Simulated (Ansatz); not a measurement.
# AlO2: the cost of one run

Method: DFT PBE+D3(BJ), scalar-relativistic, plane waves, PAW, in Ansatz 0.2.0.

1 further run of the same task is left out (set aside as unsound or not needed).

### Step 1. The structure to begin with

Symmetry: Cmcm, No. 63, orthorhombic system. The conventional cell has a = 2.956 Å, b = 10.612 Å, c = 3.635 Å, α = 90.00°, β = 90.00°, γ = 90.00°. Around Al (site symmetry m2m) lie 6 O at 1.86 to 2.00 Å. O (site symmetry m2m) is surrounded by 4 Al at 1.86 to 2.00 Å. O (site symmetry m2m) is surrounded by 2 Al at 1.87 Å.

Coordinates:

```
Al O
1.0
    -2.95643    0.00000    0.00000
     0.00000    0.00000   -3.63534
     0.00000  -10.61241    0.00000
Al O
4 8
Direct
  0.00000 0.75000 0.33237
  0.50000 0.75000 0.83237
  0.00000 0.25000 0.66763
  0.50000 0.25000 0.16763
  0.00000 0.75000 0.70479
  0.50000 0.75000 0.20479
  0.00000 0.25000 0.29521
  0.50000 0.25000 0.79521
  0.00000 0.75000 0.94094
  0.50000 0.75000 0.44094
  0.00000 0.25000 0.05906
  0.50000 0.25000 0.55906
```

It goes back to an entry of the Materials Project, which need not be the stable form.

It is built from the cell relaxed beforehand with the same method (9.50 Å³/atom).

### Step 2. The undisturbed cell

File input.yaml:

```yaml
crystal:
  lattice:
    - [-2.9564282583, 0.0, 0.0]
    - [0.0, 0.0, -3.6353360449]
    - [0.0, -10.6124137855, 0.0]
  atoms:
    - { symbol: Al, position: [0.0, 0.75, 0.3323727374] }
    - { symbol: Al, position: [0.5, 0.75, 0.8323727374] }
    - { symbol: Al, position: [0.0, 0.25, 0.6676272626] }
    - { symbol: Al, position: [0.5, 0.25, 0.1676272626] }
    - { symbol: O, position: [0.0, 0.75, 0.7047888597] }
    - { symbol: O, position: [0.5, 0.75, 0.2047888597] }
    - { symbol: O, position: [0.0, 0.25, 0.2952111403] }
    - { symbol: O, position: [0.5, 0.25, 0.7952111403] }
    - { symbol: O, position: [0.0, 0.75, 0.9409365794], spin: 0.8 }
    - { symbol: O, position: [0.5, 0.75, 0.4409365794], spin: 0.8 }
    - { symbol: O, position: [0.0, 0.25, 0.0590634206], spin: 0.8 }
    - { symbol: O, position: [0.5, 0.25, 0.5590634206], spin: 0.8 }
basis:
  ecutwfc: 420
kpoints:
  mp_grid: { grid: [16, 13, 5] }
hamiltonian:
  xc: pbe
  dispersion: d3bj
scf:
  occupations: { method: gaussian, width: 0.15 }
output:
  forces: true
  stress: true
  eigenvalues: true
  populations: true
  write_density: true
  write_potential: true
  elf: true
  volumetric_format: npy
magnetization:
  spin_polarized: true
```

Run with:

```sh
> ansatz run input.yaml --threads 2 --pin off --max-ram 5120MiB --backend cpu --events-out ev --progress --plain --runs-dir out
```

**Question.** How long does this run take on 2 threads of AMD EPYC 7R43 (Zen 3), shared host, and how much memory does it need?

About 60 s, with a peak of 1.3 GiB.
